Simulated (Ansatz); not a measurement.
**One shape, several levels: GaCNCl2 (GaCl2(CN))**

Wanted: a comparison of 6 runs (HF/STO-3G, HF/3-21G, HF/def2-SVP, PBE0/def2-SVP, B3LYP/6-31G*, wB97X/6-311G**) of GaCNCl2 (GaCl2(CN)). 

The calculation is run with Ansatz 0.2.0.

4 further runs of the same task are left out: 4 set aside as unsound or not needed.

**1. The molecule**

The species is GaCNCl2 (5 atoms), meant as a singlet with charge 0. As SMILES, `N#[C][Ga]([Cl])[Cl]`. The shape comes from GFN2-xTB, which is rough for such elements, and wasn't checked as a minimum.

Bond lengths: Ga1–Cl2 2.079 Å, Ga1–Cl3 2.079 Å, Ga1–C4 2.004 Å, C4–N5 1.145 Å. Angles: Cl2–Ga1–Cl3 125.3°, Cl2–Ga1–C4 117.2°, Cl3–Ga1–C4 117.4°, Ga1–C4–N5 179.9°.

**2. Energy and forces at HF/STO-3G (run 1)**

run.yaml

```yaml
crystal:
  periodic: [false, false, false]
  atoms:
    - {symbol: Ga, position_ang: [0.323980, 0.561810, 0.006880]}
    - {symbol: Cl, position_ang: [2.400370, 0.461520, 0.053930]}
    - {symbol: Cl, position_ang: [-0.795200, 2.313990, -0.019290]}
    - {symbol: C, position_ang: [-0.678070, -1.173240, -0.015430]}
    - {symbol: "N", position_ang: [-1.251070, -2.164070, -0.026090]}
basis:
  gaussian: {orbitals: STO-3G}
hamiltonian: {xc: hf}
accuracy: high
output: {forces: true, orbitals: {seedname: orbitals}}
```

Command:

```sh
$ ansatz run run.yaml --threads 1 --pin off --max-ram 3480MiB --events-out events.jsonl --progress --plain --runs-dir runs
```

Output:

```text
Warning: RAYON_NUM_THREADS=1 ignored (pool sized by the plan → 1); use --threads N
Functional definition: HF
  name "HF"
  exchange = exact_x
  correlation = 0
816 factors; integrals over basis functions are off by at most 1.7e-8 eV
mean field evaluation 1: about -78944.3767 eV, gradient 3.6e1 eV
mean field evaluation 2: about -78944.4218 eV, gradient 3.6e1 eV
mean field evaluation 4: about -78948.8325 eV, gradient 2.7e0 eV
mean field evaluation 8: about -78948.8879 eV, gradient 3.3e-2 eV
mean field -78948.88601174 eV, -2901.3180474545 hartree, gradient 1.7e-8 eV, S^2 0.000000; 0 other end points of the search recorded, 0 dependent functions left out
the calculation of the forces begins
reference -78948.88601174 eV, -2901.3180474545 hartree; 39, 39 occupied and 7, 7 virtual orbitals, 816 factors
Total energy: -78948.88601174 eV, -2901.3180474545 hartree
Atom 0 at     0.323980     0.561810     0.006880 Å, force    -1.126378    -1.950398    -0.027821 eV/Å
Atom 1 at     2.400370     0.461520     0.053930 Å, force    -1.204088     0.119240    -0.027009 eV/Å
Atom 2 at    -0.795200     2.313990    -0.019290 Å, force     0.703475    -0.992086     0.016701 eV/Å
Atom 3 at    -0.678070    -1.173240    -0.015430 Å, force     2.787788     4.833255     0.062549 eV/Å
Atom 4 at    -1.251070    -2.164070    -0.026090 Å, force    -1.160798    -2.010011    -0.024420 eV/Å
Dipole moment:     0.144400     0.252142     0.002913 e Å
```

Run time: 2.2 s. Hardware: 1 thread of Intel Xeon at 2.70GHz, shared host; peak memory 0.13 GiB.

**3. Energy and forces at HF/3-21G (run 2)**

job.yaml

```yaml
basis:
  gaussian:
    orbitals: 3-21G-spherical.json
crystal:
  periodic: [false, false, false]
  atoms:
    - {symbol: Ga, position_ang: [0.323980, 0.561810, 0.006880]}
    - {symbol: Cl, position_ang: [2.400370, 0.461520, 0.053930]}
    - {symbol: Cl, position_ang: [-0.795200, 2.313990, -0.019290]}
    - {symbol: C, position_ang: [-0.678070, -1.173240, -0.015430]}
    - {symbol: N, position_ang: [-1.251070, -2.164070, -0.026090]}
magnetization:
  spin_polarized: false
hamiltonian:
  xc: hf
accuracy: high
output: {forces: true, orbitals: {seedname: orbitals}}
```

The basis set 3-21G is read from a file made from the Basis Set Exchange's data (not shown).

Command:

```sh
$ ansatz run job.yaml --threads 1 --pin off --max-ram 3480MiB --events-out events.jsonl --progress --plain --runs-dir runs
```

Output (excerpt; [...] marks lines left out):

```text
Warning: RAYON_NUM_THREADS=1 ignored (pool sized by the plan → 1); use --threads N
[... 2 set-up lines as earlier in the session ...]
[...]
1342 factors; integrals over basis functions are off by at most 3.8e-9 eV
[...]
mean field -79467.34423830 eV, -2920.3710358570 hartree, gradient 1.3e-8 eV, S^2 0.000000; 0 other end points of the search recorded, 0 dependent functions left out
[...]
reference -79467.34423830 eV, -2920.3710358570 hartree; 39, 39 occupied and 27, 27 virtual orbitals, 1342 factors
Total energy: -79467.34423830 eV, -2920.3710358570 hartree
Atom 0 at     0.323980     0.561810     0.006880 Å, force    -1.983825    -3.439424    -0.046908 eV/Å
Atom 1 at     2.400370     0.461520     0.053930 Å, force     2.255212     0.011272     0.051371 eV/Å
Atom 2 at    -0.795200     2.313990    -0.019290 Å, force    -1.113736     1.960412    -0.025821 eV/Å
Atom 3 at    -0.678070    -1.173240    -0.015430 Å, force     0.792692     1.385781     0.024446 eV/Å
Atom 4 at    -1.251070    -2.164070    -0.026090 Å, force     0.049658     0.081959    -0.003088 eV/Å
Dipole moment:     0.164494     0.287766     0.003422 e Å
```

Run time: 2.9 s. Hardware: 1 thread of Intel Xeon at 2.70GHz, shared host; peak memory 0.18 GiB.

Runs 3 to 5 aren't shown in full; the table further down has their settings and results.

**4. Energy and forces at wB97X/6-311G(d,p) (run 6)**

in.yaml

```yaml
crystal:
  periodic: [false, false, false]
  atoms:
    - {symbol: Ga, position_ang: [0.323980, 0.561810, 0.006880]}
    - {symbol: Cl, position_ang: [2.400370, 0.461520, 0.053930]}
    - {symbol: Cl, position_ang: [-0.795200, 2.313990, -0.019290]}
    - {symbol: C, position_ang: [-0.678070, -1.173240, -0.015430]}
    - {symbol: "N", position_ang: [-1.251070, -2.164070, -0.026090]}
basis:
  gaussian: {orbitals: 6-311G_st__st_-spherical.json}
accuracy: high
output: {forces: true, orbitals: {seedname: orbitals}}
hamiltonian: {xc: {name: wB97X}}
```

The basis set 6-311G** is read from a file made from the Basis Set Exchange's data (not shown).

Command:

```sh
$ ansatz run in.yaml --threads 1 --pin off --max-ram 3480MiB --events-out events.jsonl --progress --plain --runs-dir runs
```

Output:

```text
Warning: RAYON_NUM_THREADS=1 ignored (pool sized by the plan → 1); use --threads N
[... 30 lines left out ...]
Total energy: -79953.22000161 eV, -2938.2266408202 hartree
[... 5 lines left out ...]
Dipole moment:     0.261489     0.454736     0.005412 e Å
```

Run time: 47 s. Hardware: 1 thread of Intel Xeon at 2.70GHz, shared host; peak memory 0.78 GiB.

**5. All runs side by side**

| run | level | Cartesian functions | energy (Eh) | dipole moment (D) | HOMO energy (eV) | LUMO energy (eV) | wall time |
| --- | --- | --- | --- | --- | --- | --- | --- |
| 1 | HF/STO-3G | no | -2901.318047 | 1.40 | -10.45 | 2.72 | 2.2 s |
| 2 | HF/3-21G | no | -2920.371036 | 1.59 | -13.43 | 0.29 | 2.9 s |
| 3 | HF/def2-SVP | no | -2934.075630 | 2.75 | -13.19 | 0.70 | 6.9 s |
| 4 | PBE0/def2-SVP | no | -2936.936875 | 2.62 | -9.87 | -2.33 | 14 s |
| 5 | B3LYP/6-31G* (Cartesian functions) | yes | -2937.969204 | 2.48 | -9.59 | -2.68 | 16 s |
| 6 | wB97X/6-311G** | no | -2938.226641 | 2.52 | -12.50 | -0.68 | 47 s |

**6. Results**

| quantity | value |
| --- | --- |
| run 6: total energy | -2938.22664 Eh |
| run 6: dipole moment | 2.52 D |
| run 6: HOMO energy | -12.50 eV |
| run 6: LUMO energy | -0.68 eV |
| run 6: HOMO–LUMO gap | 11.83 eV |
| run 6: largest force on an atom | 2.355 eV/Å |

The dipole moment (its size) runs from 1.40 D (HF/STO-3G) to 2.75 D (HF/def2-SVP). The HOMO–LUMO gap runs from 6.91 eV (B3LYP/6-31G*) to 13.89 eV (HF/def2-SVP). The two ends differ in method and basis. Totals of different functionals can't be ranked against each other. In run 1 the basis is minimal, so the values are rough. All runs together took 88 s, the longest 47 s.
